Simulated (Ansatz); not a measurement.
# C₃H₉AlSe₃: how energies converge with the basis set

One table from this session's results is given with a row withheld; the runs are named, their logs left out.

The runs use Ansatz 0.2.0, Gaussian basis; one geometry, several basis sets.

Levels to be run: PBE0-D4/def2-SVP; ωB97M-V/def2-SVP; PBE0-D4/def2-QZVPP; ωB97M-V/def2-QZVPP; the functionals' def2-TZVPP values are taken from earlier runs.

## The geometry

An earlier PBE0-D4 in a triple-zeta def2 set relaxation fixed the geometry.

SMILES `C[Se][Al]([Se]C)[Se]C`, 16 atoms, charge 0, spin multiplicity 1.

Atoms are counted from 1 here; the program's logs count them from 0.

Bond lengths: C1–Se2 1.966 Å, C1–H8 1.087 Å, C1–H9 1.087 Å, C1–H10 1.088 Å, Se2–Al3 2.309 Å, Al3–Se4 2.309 Å, Al3–Se6 2.309 Å, Se4–C5 1.966 Å, C5–H11 1.087 Å, C5–H12 1.088 Å, C5–H13 1.087 Å, Se6–C7 1.966 Å, C7–H14 1.087 Å, C7–H15 1.088 Å, C7–H16 1.087 Å. Angles: Se2–C1–H8 110.4°, Se2–C1–H9 110.3°, Se2–C1–H10 106.1°, H8–C1–H9 110.6°, H8–C1–H10 109.7°, H9–C1–H10 109.7°, C1–Se2–Al3 97.6°, Se2–Al3–Se4 120.0°, Se2–Al3–Se6 120.0°, Se4–Al3–Se6 120.0°, Al3–Se4–C5 97.6°, Se4–C5–H11 110.4°, Se4–C5–H12 106.1°, Se4–C5–H13 110.3°, H11–C5–H12 109.7°, H11–C5–H13 110.6°, H12–C5–H13 109.7°, Al3–Se6–C7 97.6° and more.

Set-up of the first run:

Input file in.yaml:

```yaml
crystal:
  periodic: [false, false, false]
  atoms:
    - {symbol: C, position_ang: [2.108505, -0.181617, 2.435412]}
    - {symbol: Se, position_ang: [0.368907, 0.695730, 2.172343]}
    - {symbol: Al, position_ang: [0.000178, 0.000836, 0.001746]}
    - {symbol: Se, position_ang: [1.559170, -1.325179, -1.066787]}
    - {symbol: C, position_ang: [0.613908, -1.508843, -2.780765]}
    - {symbol: Se, position_ang: [-1.928098, 0.631376, -1.100359]}
    - {symbol: C, position_ang: [-2.727372, 1.685263, 0.354088]}
    - {symbol: H, position_ang: [2.009312, -1.258925, 2.326350]}
    - {symbol: H, position_ang: [2.838822, 0.208010, 1.730312]}
    - {symbol: H, position_ang: [2.416575, 0.056919, 3.451505]}
    - {symbol: H, position_ang: [-0.348297, -1.993004, -2.632163]}
    - {symbol: H, position_ang: [1.245581, -2.134113, -3.408681]}
    - {symbol: H, position_ang: [0.483564, -0.535144, -3.246866]}
    - {symbol: H, position_ang: [-2.085403, 2.524897, 0.609454]}
    - {symbol: H, position_ang: [-3.678083, 2.053290, -0.026633]}
    - {symbol: H, position_ang: [-2.900170, 1.057907, 1.225246]}
basis:
  gaussian: {orbitals: def2-SVP}
hamiltonian: {xc: pbe0, dispersion: d4}
output: {orbitals: {seedname: orbitals}}
```

Run with:

```sh
ansatz run in.yaml --threads 4 --pin off --events-out ev --progress --plain --max-ram 66560MiB --backend cpu
```

Among the steps run: PBE0-D4 in def2-SVP; ωB97M-V in def2-SVP; PBE0-D4 in def2-QZVPP; ωB97M-V in def2-QZVPP.

One table of the session follows, with a row left open; its other results are not shown here.

It belongs to the step «Density functionals: the series». 

| functional | basis | HOMO (eV) |
| --- | --- | --- |
| PBE0-D4 | def2-SVP | -6.57 |
| PBE0-D4 | def2-TZVPP | -6.65 |
| PBE0-D4 | def2-QZVPP | -6.66 |
| ωB97M-V | def2-SVP | ? |
| ωB97M-V | def2-TZVPP | -8.78 |
| ωB97M-V | def2-QZVPP | -8.79 |

**Question.** Estimate the row for ωB97M-V, def2-SVP.

As computed: HOMO (eV): -8.68. In the column «HOMO (eV)» it lies between ωB97M-V, def2-TZVPP (-8.78) and PBE0-D4, def2-QZVPP (-6.66).
